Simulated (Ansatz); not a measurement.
The system is TaWC2.

```
W Ta C
1.0
     1.57186    0.90751    5.10162
    -1.57186    0.90751    5.10162
     0.00000   -1.81502    5.10162
W Ta C
1 1 2
Cartesian
  0.0000 0.0000 0.0000
  0.0000 0.0000 7.6524
  0.0000 0.0000 3.8405
  0.0000 0.0000 11.4644
```

The cell comes from a database or a generator and needn't be the stable form of this composition.

Base run:

```yaml
Program: Ansatz 0.2.0
Functional: LDA
Potentials_or_basis: Ansatz PAW
Cutoff: "420 eV (not typed: the program's choice for these potentials)"
k_mesh: 10 × 10 × 10
Occupations: fermi-dirac, width 0.05 eV
Spin: no spin polarisation
Hubbard_terms: Ta d U = 3 eV, W d U = 3 eV
```

Its results: band gap on the k mesh none (metal or under the smearing width); pressure -15.2 GPa; largest force 0.035 eV/Å.

Problem. The run is repeated on the same cell with these changes: hubbard terms from Ta d U = 3 eV, W d U = 3 eV to Ta d U = 5 eV, W d U = 5 eV. What comes out?

Solution. Band gap on the k mesh none (metal or under the smearing width); pressure -13.9 GPa; largest force 0.168 eV/Å.

Caveats: spin-orbit coupling is left out, which moves the levels of the heavy elements; U without spin polarisation on a metal has little footing; the PAW data sets come from PBE, with cores solved anew for the run's functional, which leaves a small shift of forces and pressure; the U is typed as a test and isn't derived for this compound.
